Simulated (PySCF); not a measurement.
# C9H20GeN2: the cost of one run

Programs: PySCF 2.14.0, with routines of our own; each step states its level. All values are computed. Atoms count from 0.

## (1) The starting structure

32 atoms, charge 0, multiplicity 1; geometry from: GFN2-xTB.

## (2) Magnetic properties: GIAO B3LYP/pcSseg-1

What the job is given:

```
{"job": {"kind": "mag", "xc": "B3LYP", "basis": "pcSseg-1", "isotopologues": 0}, "charge": 0, "multiplicity": 1}
C     -3.002948     1.535182    -0.713819
C     -2.692083     0.563439     0.421605
C     -2.458271     1.305047     1.734225
N     -1.532108    -0.261161     0.075921
Ge    -1.699165    -2.086170     0.207429
N     -0.438951     0.519966    -0.062631
C      0.689228     0.202682    -0.535863
C      1.747151     1.272555    -0.506434
C      2.929561     0.787131     0.337122
C      3.476530    -0.526539    -0.213514
C      2.382309    -1.589693    -0.257296
C      1.199160    -1.099038    -1.093966
H     -2.162668     2.209259    -0.857469
H     -3.892604     2.114705    -0.480448
H     -3.172031     0.987947    -1.639095
H     -3.542931    -0.118822     0.539981
H     -1.568621     1.922034     1.644455
H     -3.311431     1.934980     1.971143
H     -2.308567     0.591057     2.542176
H     -2.955982    -2.305910     0.996448
H     -1.840323    -2.753637    -1.142604
H     -0.532636    -2.687024     0.937593
H      2.091260     1.478455    -1.524015
H      1.328754     2.188110    -0.088094
H      3.715197     1.545771     0.345942
H      2.594188     0.637432     1.365943
H      4.304095    -0.874664     0.408924
H      3.862142    -0.364402    -1.223411
H      2.778344    -2.516647    -0.679782
H      2.040485    -1.801775     0.760061
H      0.417985    -1.862619    -1.137290
H      1.539712    -0.916047    -2.118220
```

Level: GIAO B3LYP/pcSseg-1 magnetisability, rotational g tensor and spin-rotation constants, non-relativistic, gas phase.

The run is started by

```
> OMP_NUM_THREADS=1 python excited_run.py task.json out
```

One launch serves the whole session: the jobs run in the order shown.

**Question.** How long does this first job take on 1 thread of AMD EPYC, shared host, and how much memory does it need?

About 8.5 min, with a peak of 2.1 GiB.
